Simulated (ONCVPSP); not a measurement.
# Mg: the cost of one run

Program: ONCVPSP 4.0.1.1 (patched build). Reference atom: LDA (Perdew-Wang 92), scalar-relativistic, spherical and spin-unpolarised. All values are calculated.

### 1 Starting point

Typed settings, in words:

| Item | Value |
| --- | --- |
| element | magnesium (Mg, Z = 12) |
| type | optimised norm-conserving Vanderbilt (ONCV) |
| frozen core | [He] |
| valence charge | 10 |
| reference configuration | 2s2 2p6 3s2 |
| partial waves | 2s+3s: rc 1.00 bohr, ncon 4, nbas 8, qcut 13.2 1/bohr, 3 projectors, debl 3.3 Ha; 2p: rc 0.95 bohr, ncon 4, nbas 9, qcut 18 1/bohr, 3 projectors, debl 0.5 Ha; d scattering state at 0.37 Ha: rc 0.80 bohr, ncon 4, nbas 9, qcut 13 1/bohr, 2 projectors, debl 3.9 Ha |
| local potential | polynomial inside 0.65 bohr (lpopt 5, dvloc0 0 Ha) |
| core correction | Teter function, fcfact 2.75, rcfact 1.45 |

An earlier all-electron run gives the scale for the radii.

All-electron outer shells of the reference configuration (LDA (PZ), scalar-relativistic, ld1.x):

```csv
shell,level (eV),outermost node (bohr),outermost maximum (bohr)
1s,-1253.43,–,0.09
2s,-79.28,0.18,0.55
2p,-46.72,–,0.48
3s,-4.79,0.90,2.53
3p,-1.38,0.96,3.50
```

### 2 Generation

The input, Mg.dat:

```
# ATOM AND REFERENCE CONFIGURATION
# atsym  z   nc   nv     iexc    psfile
  Mg 12.00    1    3  -001012      upf
#
#   n    l    f
    1    0    2.00
    2    0    2.00
    2    1    6.00
    3    0    2.00
#
# PSEUDOPOTENTIAL AND OPTIMIZATION
# lmax
    2
#
#   l,   rc,      ep,       ncon, nbas, qcut
    0    1.00    0.00    4    8   13.20
    1    0.95    0.00    4    9   18.00
    2    0.80    0.37    4    9   13.00
#
# LOCAL POTENTIAL
# lloc, lpopt,  rc(5),   dvloc0
    4    5    0.65    0.00
#
# VANDERBILT-KLEINMAN-BYLANDER PROJECTORs
# l, nproj, debl
    0    3    3.30
    1    3    0.50
    2    2    3.90
#
# MODEL CORE CHARGE
# icmod, fcfact, rcfact
    3    2.75    1.45
#
# LOG DERIVATIVE ANALYSIS
# epsh1, epsh2, depsh
   -4.00    5.00    0.02
#
# OUTPUT GRID
# rlmax, drl
    6.00    0.01
#
# TEST CONFIGURATIONS
# ncnf
    4
# nvcnf
#   n    l    f
    3
    2    0    2.00
    2    1    6.00
    3    0    1.00
#
    3
    2    0    2.00
    2    1    6.00
    3    0    0.00
#
    3
    2    0    2.00
    2    1    6.00
    3    0    1.50
#
    3
    2    0    1.00
    2    1    6.00
    3    0    2.00
#
```

Command:

```
$ oncvpsp.x < Mg.dat > Mg.out
```

**Question.** How long does this run take on 1 thread of Neoverse-N1, shared host?

About 8.5 s.
